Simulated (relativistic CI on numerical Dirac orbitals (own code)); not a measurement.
# Zr³⁺: 3d photoemission multiplets

Wanted: the shape of the 3d photoemission spectrum of Zr³⁺ in 4 surroundings, from the same atomic integrals.

The numbers are computed with relativistic CI on numerical Dirac orbitals (own code) version 1 (Dirac-Coulomb-Breit CI, KLI orbitals optimised for each configuration, model QED (radiative potential, 1s self-energy scaled to tabulated hydrogen-like ionisation energies), valence Slater integrals scaled by 0.9, multiplet model of photoemission in the sudden approximation), except any that are marked as measured or tabulated.

## Step 1: The system

| Quantity | Value |
| --- | --- |
| ion | Zr³⁺ (Zr IV) |
| nuclear charge | 40 |
| electrons | 37 |
| configurations | [Kr] 4d → [Ar] 3d9 4s2 4p6 4d |
| temperature | 80 K |
| widths | Lorentz 0.21 eV, Gauss 0.5 eV |
| surrounding 1 | free ion |
| surrounding 2 | D3d, 10Dq = 31000, Dsigma = -1200, Dtau = -320 cm⁻¹ |
| surrounding 3 | D3d, 10Dq = 31000, Dsigma = -720, Dtau = -320 cm⁻¹ |
| surrounding 4 | D3d, 10Dq = 31000, Dsigma = -240, Dtau = -320 cm⁻¹ |

## Step 2: Surrounding 1: free ion

The run's settings:

```ini
atom Zr  Z=40  charge=3  electrons=37
nucleus A=90  rms_radius_fm=4.2694
hamiltonian dirac-coulomb  breit=on  qed=on  c_scale=1
orbitals kli  potential=per-configuration
slater_scale 0.9
correlation none
mixing on
configurations
  [Kr] 4d
  [Ar] 3d9 4s2 4p6 4d
end
photoemission 3d T=80 lorentz=0.21 gauss=0.5
crystal_field free
```

Main fields of the result record, rounded:

```text
{
  "status": "converged",
  "curve, one point in 2 above 2 % of the maximum [energy, intensity] [eV; 1/eV]": [
    [217, 0.01106],
    [217.2, 0.01906],
    [217.4, 0.03932],
    [217.6, 0.07083],
    [217.8, 0.08942],
    [218, 0.1013],
    [218.2, 0.1802],
    [218.4, 0.3607],
    [218.6, 0.4991],
    [218.8, 0.4669],
    [219, 0.3754],
    [219.2, 0.2991],
    [219.4, 0.2062],
    [219.6, 0.1161],
    [219.8, 0.06744],
    [220, 0.04943],
    [220.2, 0.04827],
    [220.4, 0.07802],
    [220.6, 0.1585],
    [220.8, 0.2653],
    [221, 0.3005],
    [221.2, 0.2364],
    [221.4, 0.1878],
    [221.6, 0.2011],
    [221.8, 0.1816],
    [222, 0.1043],
    [222.2, 0.0436],
    [222.4, 0.01946],
    [222.6, 0.01141],
    [229.4, 0.01465],
    [229.6, 0.01694],
    [229.8, 0.01104]
  ],
  "sticks, the strongest [energy, strength] [eV, share]": [
    [217.74, 0.04669],
    [218.56, 0.2164],
    [218.66, 0.09167],
    [218.68, 0.02747],
    [218.99, 0.1019],
    [219.23, 0.07397],
    [219.35, 0.03383],
    [219.88, 0.01218],
    [220.67, 0.02823],
    [220.93, 0.165],
    [221.14, 0.04761],
    [221.7, 0.1229],
    [221.77, 0.009191],
    [229.55, 0.01282]
  ],
  "centroid [eV]": 219.817,
  "spread [eV]": 1.67594,
  "peak [eV]": 218.7,
  "ground_S": 0.5,
  "radial 3d9 4d [Ha, bohr]": {"<r^-3>(3d)": 46.956, "<r^1>(3d)": 0.44176, "<r^2>(3d)": 0.23454, "<r^4>(3d)": 0.10642, "zeta(3d)": 0.03507, "<r^-3>(4d)": 4.5289, "<r^1>(4d)": 1.6191, "<r^2>(4d)": 3.0303, "<r^4>(4d)": 15.001, "F2(3d,4d)": 0.13867, "F4(3d,4d)": 0.060036, "G0(3d,4d)": 0.044939, "G2(3d,4d)": 0.050475, "G4(3d,4d)": 0.037967, "zeta(4d)": 0.0029881}
}
```

It took 0.13 s on 1 thread, shared host.

## Step 3: Surrounding 2: D3d, 10Dq = 31000, Dsigma = -1200, Dtau = -320

Settings: those of step 2 with these lines changed.

```diff
@@ -12,2 +12,2 @@
 photoemission 3d T=80 lorentz=0.21 gauss=0.5
-crystal_field free
+crystal_field D3d 10Dq=31000 Dsigma=-1200 Dtau=-320
```

Result record:

```text
{
  "status": "converged",
  "curve, one point in 3 above 2 % of the maximum [energy, intensity] [eV; 1/eV]": [
    [217.2, 0.01154],
    [217.5, 0.02309],
    [217.8, 0.07114],
    [218.1, 0.169],
    [218.4, 0.312],
    [218.7, 0.5133],
    [219, 0.4444],
    [219.3, 0.236],
    [219.6, 0.09996],
    [219.9, 0.052],
    [220.2, 0.04222],
    [220.5, 0.08774],
    [220.8, 0.2306],
    [221.1, 0.3214],
    [221.4, 0.2765],
    [221.7, 0.1732],
    [222, 0.0774],
    [222.3, 0.03311],
    [222.6, 0.01704],
    [222.9, 0.01079]
  ],
  "sticks, the strongest [energy, strength] [eV, share]": [
    [218.12, 0.06013],
    [218.63, 0.07657],
    [218.69, 0.06828],
    [218.81, 0.07866],
    [221.01, 0.04906],
    [221.04, 0.04862],
    [221.33, 0.05127],
    [221.49, 0.05356]
  ],
  "centroid [eV]": 219.841,
  "spread [eV]": 1.61664,
  "peak [eV]": 218.8,
  "ground_S": 0.5
}
```

It took 0.13 s on 1 thread, shared host.

## Step 4: Surrounding 3: D3d, 10Dq = 31000, Dsigma = -720, Dtau = -320

Settings: those of step 3 with these lines changed.

```diff
@@ -12,2 +12,2 @@
 photoemission 3d T=80 lorentz=0.21 gauss=0.5
-crystal_field D3d 10Dq=31000 Dsigma=-1200 Dtau=-320
+crystal_field D3d 10Dq=31000 Dsigma=-720 Dtau=-320
```

Result record:

```text
{
  "status": "converged",
  "curve, one point in 3 above 2 % of the maximum [energy, intensity] [eV; 1/eV]": [
    [217.2, 0.01167],
    [217.5, 0.02392],
    [217.8, 0.07402],
    [218.1, 0.1668],
    [218.4, 0.3097],
    [218.7, 0.5097],
    [219, 0.4394],
    [219.3, 0.2455],
    [219.6, 0.1037],
    [219.9, 0.04859],
    [220.2, 0.03973],
    [220.5, 0.08982],
    [220.8, 0.231],
    [221.1, 0.3199],
    [221.4, 0.2726],
    [221.7, 0.1778],
    [222, 0.08088],
    [222.3, 0.03116],
    [222.6, 0.01602],
    [222.9, 0.01049]
  ],
  "sticks, the strongest [energy, strength] [eV, share]": [
    [218.1, 0.0572],
    [218.63, 0.1039],
    [218.68, 0.0696],
    [218.79, 0.07226],
    [221.01, 0.04879],
    [221.05, 0.04863],
    [221.32, 0.04535],
    [221.68, 0.04559]
  ],
  "centroid [eV]": 219.842,
  "spread [eV]": 1.61476,
  "peak [eV]": 218.8,
  "ground_S": 0.5
}
```

Run time: 0.13 s. Hardware: 1 thread, shared host.

## Step 5: Surrounding 4: D3d, 10Dq = 31000, Dsigma = -240, Dtau = -320

Settings: those of step 4 with these lines changed.

```diff
@@ -12,2 +12,2 @@
 photoemission 3d T=80 lorentz=0.21 gauss=0.5
-crystal_field D3d 10Dq=31000 Dsigma=-720 Dtau=-320
+crystal_field D3d 10Dq=31000 Dsigma=-240 Dtau=-320
```

Result record:

```text
{
  "status": "converged",
  "curve, one point in 3 above 2 % of the maximum [energy, intensity] [eV; 1/eV]": [
    [217.2, 0.01174],
    [217.5, 0.02459],
    [217.8, 0.0757],
    [218.1, 0.1616],
    [218.4, 0.3053],
    [218.7, 0.5054],
    [219, 0.4391],
    [219.3, 0.26],
    [219.6, 0.104],
    [219.9, 0.0449],
    [220.2, 0.0383],
    [220.5, 0.09112],
    [220.8, 0.2321],
    [221.1, 0.3213],
    [221.4, 0.2685],
    [221.7, 0.1838],
    [222, 0.08083],
    [222.3, 0.02865],
    [222.6, 0.01549],
    [222.9, 0.01029]
  ],
  "sticks, the strongest [energy, strength] [eV, share]": [
    [218.08, 0.05345],
    [218.62, 0.04703],
    [218.63, 0.0612],
    [218.67, 0.06815],
    [218.76, 0.06136],
    [221.02, 0.0479],
    [221.05, 0.04856],
    [221.12, 0.0426]
  ],
  "centroid [eV]": 219.842,
  "spread [eV]": 1.61278,
  "peak [eV]": 218.8,
  "ground_S": 0.5
}
```

Run time: 0.13 s. Hardware: 1 thread, shared host.

## Step 6: Comparison

| surrounding | ground S | centroid (eV) | spread (eV) | up to four highest peaks (% of the highest), eV |
| --- | --- | --- | --- | --- |
| 1: free | 0.50 | 219.82 | 1.68 | 218.7 (100), 221.0 (60), 221.7 (40) |
| 2: D3d | 0.50 | 219.84 | 1.62 | 218.8 (100), 221.1 (61) |
| 3: D3d | 0.50 | 219.84 | 1.61 | 218.8 (100), 221.1 (62) |
| 4: D3d | 0.50 | 219.84 | 1.61 | 218.8 (100), 221.1 (63) |

## Step 7: Summary of results

```
                           quantity     value
            highest peak, first run  218.7 eV
ground spin (effective S from ⟨S²⟩)      0.50
```

**Reading.** The highest peak stays in place, within the step of the energy grid, in all surroundings. Energies are those of the free ion without screening by ligands; binding energies in solids differ by tens of eV.
